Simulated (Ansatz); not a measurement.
# Ni₃Ge: a line through an energy map

One table from this session's results is given with a row withheld; the runs are named, their logs left out.

Computed with Ansatz 0.2.0 (DFT LDA, scalar-relativistic, plane waves, PAW, unless a step's input says otherwise).

27 further runs of the same task are left out: 27 set aside as unsound or not needed.

### The system as given

It takes space group Pm-3m (No. 221, cubic). The conventional cell has a = 3.489 Å, b = 3.489 Å, c = 3.489 Å, α = 90.00°, β = 90.00°, γ = 90.00°. Ni (site symmetry 4/mmm) has 8 Ni at 2.47 Å and 4 Ge at 2.47 Å as nearest neighbours. Around Ge (site symmetry m-3m) lie 12 Ni at 2.47 Å.

Coordinates:

```xyz
4
Lattice="3.4887 0.0000 0.0000 0.0000 3.4887 0.0000 0.0000 0.0000 3.4887" Properties=species:S:1:pos:R:3 pbc="T T T"
Ni    1.7443    0.0000    1.7443
Ni    0.0000    1.7443    1.7443
Ni    1.7443    1.7443    0.0000
Ge    0.0000    0.0000    0.0000
```

It goes back to an entry of the Materials Project, which need not be the stable form.

It is the result of an earlier relaxation at this level (volume 10.62 Å³/atom; gap on the mesh: none (metal)).

### What is varied

The energy is mapped over volume and a fixed ferromagnetic moment.

The axes are (1) volume per atom: 7 values from 8.71 to 12.53 Å³; (2) total spin moment of the cell, held fixed: 9 values from 0.000 to 3.000 μB.

Nothing else is relaxed (shape and fractional coordinates fixed). Points are written as (first, second).

Set-up of the first run:

The input, input.yaml:

```yaml
crystal:
  lattice:
    - [3.2654491275, 0.0, 0.0]
    - [0.0, 3.2654491275, 0.0]
    - [0.0, 0.0, 3.2654491275]
  atoms:
    - { symbol: Ni, position: [0.5, 0.0, 0.5], spin: 0.125 }
    - { symbol: Ni, position: [0.0, 0.5, 0.5], spin: 0.125 }
    - { symbol: Ni, position: [0.5, 0.5, 0.0], spin: 0.125 }
    - { symbol: Ge, position: [0.0, 0.0, 0.0] }
basis:
  ecutwfc: 520.0
kpoints:
  mp_grid: { grid: [12, 12, 12] }
hamiltonian:
  xc: lda
  pseudopotentials: { kind: paw }
scf:
  occupations: { method: gaussian, width: 0.15 }
  lower_state_search: "off"
output:
  forces: true
  stress: true
  eigenvalues: true
  populations: true
magnetization:
  spin_polarized: true
  initial_magnetization: 0.375
  spin_locking: { lock_magnetization: hard }
```

Run with:

```console
ansatz run input.yaml --threads 4 --pin off --max-ram 8192MiB --backend cpu --events-out ev --progress --plain --runs-dir out
```

Steps of the session up to this table: Grid point (8.71 Å³, 0.375 μB); Grid point (9.34 Å³, 0.375 μB); Grid point (10.62 Å³, 0.375 μB); Point (11.25 Å³, 0.375 μB); Grid point (12.53 Å³, 0.375 μB).

One of the session's tables, all rows but one given; the rest of the session is left out.

| volume per atom (Å³) | energy (meV/atom) | pressure (GPa) | absolute magnetic moment (μB per cell) |
| --- | --- | --- | --- |
| 8.71 | 378 | 76 | 0.395 |
| 9.34 | 147 | 42 | 0.400 |
| 9.98 | 33 | 17 | 0.405 |
| 10.62 | 0 | 0 | 0.410 |
| 11.25 | 25 | −12 | 0.415 |
| 11.89 | ? | ? | ? |
| 12.53 | 183 | −26 | 0.425 |

Estimate the missing values for volume per atom (Å³) = 11.89.

Worked estimate for «energy (meV/atom)». A straight line through the neighbours (11.25, 25) and (12.53, 183) gives 25 + (183 − 25) × (11.89 − 11.25) / (12.53 − 11.25) = 104; a parabola fitted to 3 rows on both sides gives 86.

**Answer.** energy (meV/atom): 90; pressure (GPa): −20; absolute magnetic moment (μB per cell): 0.420. In «energy (meV/atom)» the line misses by +14 and the parabola by -4.

Energies count from the lowest point of the line. Rows without a step come from runs not printed here or follow by symmetry.

Three points round the minimum, joined by a parabola, put the minimum at 10.661 Å³, with a curvature of about 140 meV/atom per (Å³)². The well is lopsided: two grid steps out, the energy rises by 147 meV/atom towards smaller values and 90 meV/atom towards larger ones. The highest point computed, at 8.71 Å³, lies 378 meV/atom above the lowest.

To keep in mind: Warnings in the runs' records: stress scf threshold loose.
